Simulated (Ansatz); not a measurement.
# Zn (Zn, omega (AlB2-type)): the cost of one run

Method: DFT r2SCAN, plane waves (500 eV) with PAW, scalar-relativistic; PBE-made PAW files, in Ansatz 0.2.0.

## (1) Starting point

The structure is hexagonal, space group P6/mmm (No. 191). Conventional cell: a = 4.413 Å, b = 4.413 Å, c = 2.705 Å, α = 90.00°, β = 90.00°, γ = 120.00°. Zn (site symmetry 6/mmm) is surrounded by 14 Zn at 2.71 to 2.88 Å. Around Zn (site symmetry -6m2) lie 11 Zn at 2.55 to 2.88 Å.

Coordinates:

```cif
data_structure
_symmetry_space_group_name_H-M 'P 1'
_symmetry_Int_Tables_number 1
_cell_length_a 4.4132
_cell_length_b 4.4132
_cell_length_c 2.7053
_cell_angle_alpha 90.000
_cell_angle_beta 90.000
_cell_angle_gamma 120.000
_cell_volume 45.63
loop_
_atom_site_label
_atom_site_type_symbol
_atom_site_fract_x
_atom_site_fract_y
_atom_site_fract_z
_atom_site_occupancy
Zn1 Zn 0.00000 0.00000 0.00000 1
Zn2 Zn 0.33333 0.66667 0.50000 1
Zn3 Zn 0.66667 0.33333 0.50000 1
```

## (2) Relaxing cell and atoms

input.yaml

```yaml
crystal:
  lattice:
    - [4.4132478742, 0.0, 0.0]
    - [-2.2066239371, 3.8219847722, 0.0]
    - [0.0, 0.0, 2.7053209469]
  atoms:
    - { symbol: Zn, position: [0.0, 0.0, 0.0] }
    - { symbol: Zn, position: [0.3333333333, 0.6666666667, 0.5] }
    - { symbol: Zn, position: [0.6666666667, 0.3333333333, 0.5] }
hamiltonian:
  xc: r2scan
  pseudopotentials:
    kind: paw
    azcp:
      Zn: "pseudopotentials/Zn.paw.azcp"
basis:
  ecutwfc: 500
  fft_grid_basis: typed
kpoints:
  mp_grid: { grid: [8, 8, 12], shift: [0, 0, 0] }
magnetization:
  spin_polarized: false
scf:
  occupations: { method: fermi_dirac, width: 0.1 }
relax:
  max_steps: 60
  f_tol: 0.01
  cell: {}
output:
  write_density: true
  write_potential: true
  elf: true
  volumetric_format: npy
```

The run is started by

```sh
$ ansatz run input.yaml --threads 1 --pin off --max-ram 3584MiB --backend cpu --events-out ev --progress --plain --runs-dir out
```

Q: Estimate wall time and peak memory on 1 thread of Intel Xeon Platinum 8259CL at 2.50GHz (Skylake/Cascade Lake), shared host.

About 82 s, with a peak of 0.68 GiB.
